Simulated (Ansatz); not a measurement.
**Ti3PO2 in Ansatz: convergence with smearing width**

Crystal: Ti3PO2.

```
Ti P O
1.0
     3.17241    0.00000    0.00000
    -1.58621    2.74739    0.00000
     0.00000    0.00000    8.02282
Ti P O
3 1 2
Direct
  0.00633 0.01194 0.99769
  0.66638 0.33508 0.29055
  0.30967 0.66150 0.70313
  0.99490 0.00851 0.49484
  0.64068 0.32032 0.85031
  0.32827 0.67637 0.13760
```

The cell comes from a database or a generator and needn't be the stable form of this composition.

The cell isn't the ideal one: atoms moved at random, drawn with an rms of 0.05 Å.

* Program: Ansatz 0.2.0
* Task: convergence study
* Functional: r2SCAN
* Potentials or basis: PseudoDojo standard (PBE files)
* Cutoff: 1143 eV
* Density cutoff: 4572 eV
* k mesh: 7 × 7 × 3
* Occupations: gaussian, width 0.3 eV
* Spin: no spin polarisation

These are the settings of the first run; the series varies smearing width, with any setting tied to it.

Hardware: 2 threads of Arm Neoverse V1 (shared host).

Question: The values tried are 0.3 eV, 0.2 eV, 0.15 eV, 0.1 eV, 0.05 eV, 0.025 eV, 0.01 eV, 0.005 eV, loosest first. From which on does the pressure stay within 0.1 GPa of the tightest run that finished?

Answer: From 0.15 eV on.

```tsv
smearing width	energy less the tightest run, at zero smearing (meV/atom)	pressure (GPa)	largest force (eV/Å)	SCF cycles	CPU time (s)	peak memory (GiB)
0.3 eV	-0.55	-2.97	0.518	13	170	0.96
0.2 eV	-0.47	-3.13	0.513	14	150	0.92
0.15 eV	-0.43	-3.18	0.514	14	150	0.92
0.1 eV	-0.36	-3.21	0.517	14	160	0.92
0.05 eV	-0.13	-3.24	0.518	14	170	0.92
0.025 eV	-0.02	-3.24	0.516	15	170	0.91
0.01 eV	-0.01	-3.25	0.515	13	150	0.92
0.005 eV	0.00	-3.25	0.514	17	180	0.91
```

Against the tightest run, the energy stays within 1 meV/atom from 0.3 eV on; the largest force stays within 0.005 eV/Å from 0.3 eV on. Narrower smearing needs a denser k mesh, so at a fixed mesh the narrowest width isn't the most accurate. The tightest run that finished is the yardstick and may itself not be fully converged.

Caveat, for the tightest run too: the meta-GGA runs on potentials made for a GGA; the potentials were made for another functional, which shifts forces and pressure; an odd number of electrons without spin polarisation forces a metal; a magnetic or distorted state may lie lower.
